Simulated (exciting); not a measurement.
Write the native input for exciting (release sodium) that does the following.

* Task: single point
* Functional: PBEsol
* Potentials or basis: all-electron LAPW+lo, shipped species files, valence relativity iora*
* rgkmax: 9
* k mesh: 8 × 8 × 8
* Occupations: fermi-dirac, width 0.05 eV
* Spin: no spin polarisation
* gmaxvr (cutoff of density and potential): 14 1/bohr
* lmaxapw (and lmaxmat): 10
* lmaxvr: 8
* nempty: 14
* Valence relativity: iora*
* epsengy: 1e-05 Ha
* epspot: 1e-05 Ha
* maxscl: 60
* Muffin-tin radii: Mo 2.3, Se 2.0 bohr

MoSe:

```
Mo Se
1.0
     0.00000    2.89288    2.89288
     2.89288    0.00000    2.89288
     2.89288    2.89288    0.00000
Mo Se
1 1
Direct
  0.00000 0.00000 0.00000
  0.50000 0.50000 0.50000
```

The cell was built by a generator and needn't be a form met in nature.

The input as run:

input.xml

```xml
<input>
  <title>MoSe</title>
  <structure speciespath="./" tshift="false">
    <crystal scale="1">
      <basevect>0.000000000000 5.466749985442 5.466749985442</basevect>
      <basevect>5.466749985442 0.000000000000 5.466749985442</basevect>
      <basevect>5.466749985442 5.466749985442 0.000000000000</basevect>
    </crystal>
    <species speciesfile="Mo.xml" rmt="2.3">
      <atom coord="0.000000000000 0.000000000000 0.000000000000"/>
    </species>
    <species speciesfile="Se.xml" rmt="2">
      <atom coord="0.500000000000 0.500000000000 0.500000000000"/>
    </species>
  </structure>
  <groundstate do="fromscratch" ngridk="8 8 8" rgkmax="9" gmaxvr="14" lmaxapw="10" lmaxmat="10" lmaxvr="8" xctype="GGA_PBE_SOL" stype="Fermi Dirac" swidth="0.00183747" nempty="14" ValenceRelativity="iora*" epsengy="1e-05" epspot="1e-05" maxscl="60" tforce="true" outputlevel="normal"/>
</input>
```

Potentials or basis: all-electron LAPW+lo, shipped species files, valence relativity iora*.

Launch:

```sh
$ OMP_NUM_THREADS=1 exciting_smp
```

Results of the run:

```
Band gap on the k mesh                            : none (metal or under the smearing width)
All electrons inside the program's atomic spheres : Mo 39.35; Se 31.14 (radii Mo 2.3, Se 2.0 bohr)
```

Caveat: the log's total energy holds no entropy term; the free energy is that total less TS from the occupations.

Run time: 3.3 min on 1 thread of Arm Neoverse V1, on a shared host, peak memory 0.14 GiB.
